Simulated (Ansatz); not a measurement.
# Li + ClH (LiHCl) radical: an exchange reaction of three atoms

A grid of calculations on Li + ClH (the system Li + ClH), spin multiplicity 2, to see where the energy is lowest and how it rises around there.

The runs use Ansatz 0.2.0; UKS r2SCAN-D4/def2-SVPD.

### 1 Reference: Li radical by itself, as typed

input.yaml

```yaml
crystal:
  periodic: [false, false, false]
  atoms:
    - { symbol: Li, position_ang: [0.0, 0.0, 0.0] }
magnetization:
  spin_polarized: true
  initial_magnetization: 1
basis:
  gaussian: { orbitals: def2-SVPD }
hamiltonian:
  xc: r2scan
```

Started as:

```console
$ ansatz run input.yaml --threads 1 --pin off --max-ram 2560MiB --backend cpu --events-out ev --progress --plain --runs-dir out
```

Output:

```text
Warning: RAYON_NUM_THREADS=1 ignored (pool sized by the plan → 1); use --threads N
Engine: ansatz 0.2.0, aarch64-unknown-linux-gnu
Functional definition: r2SCAN
  parameter k0 = 0.174
  parameter k1 = 0.065
  parameter a1 = 4.9479
  exchange = r2scan_x(k0 = k0, k1 = k1, a1 = a1)
  correlation = r2scan_c
50 factors; integrals over basis functions are off by at most 2.4e-5 eV
mean field evaluation 1: about -203.3119 eV, gradient 2.4e-1 eV
mean field evaluation 2: about -203.3128 eV, gradient 2.3e-1 eV
mean field evaluation 4: about -203.3141 eV, gradient 3.1e-2 eV
mean field evaluation 8: about -203.3141 eV, gradient 6.4e-5 eV
mean field -203.31413762 eV, -7.4716567462 hartree, gradient 6.4e-5 eV, S^2 0.750000; 0 other end points of the search recorded, 0 dependent functions left out
reference -203.31417184 eV, -7.4716580039 hartree; 2, 1 occupied and 10, 11 virtual orbitals, 50 factors
Total energy: -203.31417184 eV, -7.4716580039 hartree
```

Run time: 0.65 s. Hardware: 1 thread of Arm Neoverse V1, shared host; peak memory 0.08 GiB.

### 2 Reference run: HCl, relaxed

input.yaml

```yaml
crystal:
  periodic: [false, false, false]
  atoms:
    - { symbol: Cl, position_ang: [0.0, 0.0, 0.0] }
    - { symbol: H, position_ang: [1.33, 0.0, 0.0] }
basis:
  gaussian: { orbitals: def2-SVPD }
hamiltonian:
  xc: r2scan
  dispersion: d4
output:
  forces: true
relax:
  f_tol: 0.003
  max_steps: 120
```

Started as:

```console
$ ansatz run input.yaml --threads 1 --pin off --max-ram 2560MiB --backend cpu --events-out ev --progress --plain --runs-dir out
```

Output (excerpt; [...] marks lines left out):

```text
Warning: RAYON_NUM_THREADS=1 ignored (pool sized by the plan → 1); use --threads N
[...]
[... 1 set-up line as earlier in the session ...]
[...]
340 factors; their error is unknown
[...]
mean field -12534.49339757 eV, -460.6341361758 hartree, gradient 4.6e-5 eV, S^2 0.000000; 0 other end points of the search recorded, 0 dependent functions left out
[...]
reference -12534.49341032 eV, -460.6341366444 hartree; 9, 9 occupied and 26, 26 virtual orbitals, 340 factors
relax step   1: F+E_penalty+E_count = -12534.49467441 eV  Δ(F+E_penalty+E_count) = +0.000e0 eV  max|allowed force component| = 1.168e0 eV/Å  Δτ_max = 0.0000 Å  (23 SCF iters, accepted)
[...]
relax step   4: F+E_penalty+E_count = -12534.51950495 eV  Δ(F+E_penalty+E_count) = -1.363e-5 eV  max|allowed force component| = 1.324e-2 eV/Å  Δτ_max = 0.0007 Å  (18 SCF iters, accepted)
[...]
relax step   5: F+E_penalty+E_count = -12534.51950771 eV  Δ(F+E_penalty+E_count) = -2.753e-6 eV  max|allowed force component| = 3.280e-6 eV/Å  Δτ_max = 0.0002 Å  (18 SCF iters, accepted)
340 factors; their error is unknown
mean field -12534.51823950 eV, -460.6350491000 hartree, gradient 2.4e-5 eV, S^2 0.000000; 1 other end points of the search recorded, 0 dependent functions left out
[...]
reference -12534.51825229 eV, -460.6350495701 hartree; 9, 9 occupied and 26, 26 virtual orbitals, 340 factors
Total energy: -12534.51952050 eV, -460.6350961759 hartree
Atom 0 at     0.020476    -0.000000    -0.000000 Å, force     0.000003    -0.000000    -0.000000 eV/Å
Atom 1 at     1.309524     0.000000     0.000000 Å, force    -0.000003     0.000000    -0.000000 eV/Å
Dipole moment:     0.246600     0.000000    -0.000000 e Å
```

It took 3.4 s on 1 thread of Arm Neoverse V1, shared host; peak memory 0.087 GiB.

Along the way:

```csv
step,energy from step 1 (eV),largest force component (eV/Å)
1,0.0000,1.1684
2,-0.0213,0.4628
3,-0.0248,0.0324
4,-0.0248,0.0132
5,-0.0248,0.0000
```

The bond:

| bond | before (Å) | after (Å) | change (Å) |
| --- | --- | --- | --- |
| Cl1–H2 | 1.330 | 1.289 | -0.041 |

### 3 Setting up the map

First coordinate, distance Li1–Cl2: 10 values from 1.840 to 3.440 Å. Second coordinate, distance Cl2–H3: 10 values from 1.064 to 2.664 Å.

Nothing else is relaxed (the angle Li1–Cl2–H3 is fixed at 180 degrees). Energies count from Li far from the relaxed ClH (each part in its own basis).

Below, 3 of the grid's runs; all are launched alike.

### 4 The run at distance Li1–Cl2 = 2.066 Å, distance Cl2–H3 = 2.664 Å

input.yaml

```yaml
crystal:
  periodic: [false, false, false]
  atoms:
    - { symbol: Li, position_ang: [-2.066, 0.0, 0.0] }
    - { symbol: Cl, position_ang: [0.0, 0.0, 0.0] }
    - { symbol: H, position_ang: [2.664, 0.0, 0.0] }
magnetization:
  spin_polarized: true
  initial_magnetization: 1
basis:
  gaussian: { orbitals: def2-SVPD }
hamiltonian:
  xc: r2scan
  dispersion: d4
output:
  forces: true
```

Started as:

```console
$ ansatz run input.yaml --threads 1 --pin off --max-ram 2560MiB --backend cpu --events-out ev --progress --plain --runs-dir out
```

Output (excerpt; [...] marks lines left out):

```text
Warning: RAYON_NUM_THREADS=1 ignored (pool sized by the plan → 1); use --threads N
[...]
[... 1 set-up line as earlier in the session ...]
[...]
489 factors; their error is unknown
[...]
mean field -12738.26554155 eV, -468.1226243455 hartree, gradient 5.9e-5 eV, S^2 0.750881; 0 other end points of the search recorded, 0 dependent functions left out
[...]
reference -12738.26555920 eV, -468.1226249940 hartree; 11, 10 occupied and 36, 37 virtual orbitals, 489 factors
Total energy: -12738.27250234 eV, -468.1228801496 hartree
Atom 0 at    -2.066000     0.000000     0.000000 Å, force     0.043189     0.000000    -0.000000 eV/Å
Atom 1 at     0.000000     0.000000     0.000000 Å, force    -0.047068    -0.000000     0.000000 eV/Å
Atom 2 at     2.664000     0.000000     0.000000 Å, force     0.003879     0.000000    -0.000000 eV/Å
Dipole moment:    -1.626201    -0.000000     0.000000 e Å
```

It took 2.6 s on 1 thread of Arm Neoverse V1, shared host; peak memory 0.13 GiB.

On the map this point reads −42 kJ/mol.

### 5 The run at distance Li1–Cl2 = 2.585 Å, distance Cl2–H3 = 2.664 Å

input.yaml, as its differences from that of step 4:

```diff
@@ -3,3 +3,3 @@
   atoms:
-    - { symbol: Li, position_ang: [-2.066, 0.0, 0.0] }
+    - { symbol: Li, position_ang: [-2.585, 0.0, 0.0] }
     - { symbol: Cl, position_ang: [0.0, 0.0, 0.0] }
```

Started as:

```console
$ ansatz run input.yaml --threads 1 --pin off --max-ram 2560MiB --backend cpu --events-out ev --progress --plain --runs-dir out
```

Output (excerpt; [...] marks lines left out):

```text
Warning: RAYON_NUM_THREADS=1 ignored (pool sized by the plan → 1); use --threads N
[...]
[... 1 set-up line as earlier in the session ...]
[...]
489 factors; their error is unknown
[...]
mean field -12737.65156175 eV, -468.1000610041 hartree, gradient 5.7e-5 eV, S^2 0.751312; 0 other end points of the search recorded, 0 dependent functions left out
[...]
reference -12737.65158178 eV, -468.1000617401 hartree; 11, 10 occupied and 36, 37 virtual orbitals, 489 factors
Total energy: -12737.65881349 eV, -468.1003275007 hartree
Atom 0 at    -2.585000     0.000000     0.000000 Å, force     1.691154    -0.000000    -0.000000 eV/Å
Atom 1 at     0.000000     0.000000     0.000000 Å, force    -1.644052     0.000000     0.000000 eV/Å
Atom 2 at     2.664000     0.000000     0.000000 Å, force    -0.047102    -0.000000    -0.000000 eV/Å
Dipole moment:    -2.122858    -0.000000    -0.000000 e Å
```

Wall time 2.6 s (1 thread of Arm Neoverse V1, shared host); peak memory 0.13 GiB.

That is 17 kJ/mol from the zero.

### 6 Point distance Li1–Cl2 = 2.066 Å, distance Cl2–H3 = 2.218 Å

input.yaml

```yaml
crystal:
  periodic: [false, false, false]
  atoms:
    - { symbol: Li, position_ang: [-2.066, 0.0, 0.0] }
    - { symbol: Cl, position_ang: [0.0, 0.0, 0.0] }
    - { symbol: H, position_ang: [2.218, 0.0, 0.0] }
magnetization:
  spin_polarized: true
  initial_magnetization: 1
basis:
  gaussian: { orbitals: def2-SVPD }
hamiltonian:
  xc: r2scan
  dispersion: d4
output:
  forces: true
```

Started as:

```console
$ ansatz run input.yaml --threads 1 --pin off --max-ram 2560MiB --backend cpu --events-out ev --progress --plain --runs-dir out
```

Output (excerpt; [...] marks lines left out):

```text
Warning: RAYON_NUM_THREADS=1 ignored (pool sized by the plan → 1); use --threads N
[...]
[... 1 set-up line as earlier in the session ...]
[...]
489 factors; their error is unknown
[...]
mean field -12738.21911213 eV, -468.1209180959 hartree, gradient 1.5e-5 eV, S^2 0.752190; 0 other end points of the search recorded, 0 dependent functions left out
[...]
reference -12738.21913105 eV, -468.1209187912 hartree; 11, 10 occupied and 36, 37 virtual orbitals, 489 factors
Total energy: -12738.22631766 eV, -468.1211828940 hartree
Atom 0 at    -2.066000     0.000000     0.000000 Å, force    -0.020680     0.000000     0.000000 eV/Å
Atom 1 at     0.000000     0.000000     0.000000 Å, force    -0.251347    -0.000000     0.000000 eV/Å
Atom 2 at     2.218000     0.000000     0.000000 Å, force     0.272027     0.000000    -0.000000 eV/Å
Dipole moment:    -1.712184    -0.000000     0.000000 e Å
```

Run time: 2.7 s. Hardware: 1 thread of Arm Neoverse V1, shared host; peak memory 0.13 GiB.

That is −38 kJ/mol from the zero.

### 7 Energy over the grid

100 points were computed. Energies in kJ/mol, from Li far from the relaxed ClH (each part in its own basis):

```
distance Cl2–H3 (Å) ↓, distance Li1–Cl2 (Å) →  1.840  1.932  2.066  2.224  2.398  2.585  2.784  2.994  3.213  3.440
                                        2.664    −16    −35    −42    −34    −12     17     50     83    116    146
                                        2.437    −15    −33    −41    −33    −12     16     48     81    113    143
                                        2.218    −11    −29    −38    −30    −10     17     48     80    110    137
                                        2.008     −1    −20    −29    −23     −4     21     49     76    102    124
                                        1.809     20     −1    −12     −9      5     25     46     66     84    100
                                        1.622     52     29     11      6     11     20     32     43     53     62
                                        1.448     80     51     26     12      7      7     10     13     16     18
                                        1.290    103     71     42     22     12      6      2      0     −2     −2
                                        1.156    151    120     91     70     58     50     45     40     38     36
                                        1.064    239    209    180    159    147    139    133    128    125    123
```

The largest force on an atom (eV/Å) at each point:

| distance Cl2–H3 (Å) ↓, distance Li1–Cl2 (Å) → | 1.840 | 1.932 | 2.066 | 2.224 | 2.398 | 2.585 | 2.784 | 2.994 | 3.213 | 3.440 |
| --- | --- | --- | --- | --- | --- | --- | --- | --- | --- | --- |
| 2.664 | 2.8 | 1.4 | 0.0 | 1.0 | 1.5 | 1.7 | 1.7 | 1.6 | 1.5 | 1.3 |
| 2.437 | 2.8 | 1.4 | 0.1 | 1.0 | 1.5 | 1.7 | 1.7 | 1.6 | 1.4 | 1.3 |
| 2.218 | 2.9 | 1.4 | 0.3 | 1.1 | 1.6 | 1.7 | 1.6 | 1.5 | 1.3 | 1.1 |
| 2.008 | 2.9 | 1.5 | 0.6 | 1.4 | 1.7 | 1.7 | 1.4 | 1.3 | 1.1 | 0.9 |
| 1.809 | 3.1 | 1.6 | 1.2 | 1.5 | 1.5 | 1.2 | 1.0 | 0.9 | 1.3 | 1.7 |
| 1.622 | 3.4 | 2.1 | 1.1 | 0.6 | 0.4 | 0.6 | 1.1 | 1.7 | 2.1 | 2.5 |
| 1.448 | 4.0 | 2.6 | 1.4 | 0.5 | 0.4 | 0.8 | 1.2 | 1.7 | 2.1 | 2.4 |
| 1.290 | 4.2 | 2.9 | 1.9 | 1.6 | 1.4 | 1.1 | 0.8 | 0.6 | 0.4 | 0.3 |
| 1.156 | 6.5 | 6.6 | 6.7 | 6.7 | 6.7 | 6.6 | 6.5 | 6.5 | 6.4 | 6.3 |
| 1.064 | 13.9 | 14.0 | 14.0 | 14.0 | 14.0 | 14.0 | 14.0 | 13.9 | 13.9 | 13.9 |

Energy (kJ/mol) at eleven even steps along the easiest path on the interpolated surface, from distance Li1–Cl2 = 2.066 Å, distance Cl2–H3 = 2.664 Å: −42, −41, −38, −27, −6, 9, 3, 1, −1, −2, −3.

### 8 Results

| quantity | value |
| --- | --- |
| lowest point | distance Li1–Cl2 = 2.066 Å, distance Cl2–H3 = 2.664 Å, −42 kJ/mol |
| highest computed point | distance Li1–Cl2 = 1.840 Å, distance Cl2–H3 = 1.064 Å, 281 kJ/mol above the lowest |
| largest force on an atom (eV/Å) | 0.0 at distance Li1–Cl2 = 2.066 Å, distance Cl2–H3 = 2.664 Å to 14.0 at distance Li1–Cl2 = 2.224 Å, distance Cl2–H3 = 1.064 Å; 0.0 at the lowest point |
| time for the whole task | 6.8 min on 1 thread, shared host |

What this shows: The lowest computed point is at distance Li1–Cl2 = 2.066 Å, distance Cl2–H3 = 2.664 Å, −42 kJ/mol from Li far from the relaxed ClH (each part in its own basis). It lies at the edge of the scanned range, so the true minimum may lie outside. The highest computed point, distance Li1–Cl2 = 1.840 Å, distance Cl2–H3 = 1.064 Å, lies 281 kJ/mol above the lowest. Two valleys reach the map's edge, at distance Li1–Cl2 = 2.066 Å, distance Cl2–H3 = 2.664 Å and at distance Li1–Cl2 = 3.440 Å, distance Cl2–H3 = 1.290 Å. On the interpolated surface the pass between them lies about 51 kJ/mol above the first of these points and 12 kJ/mol above the second.
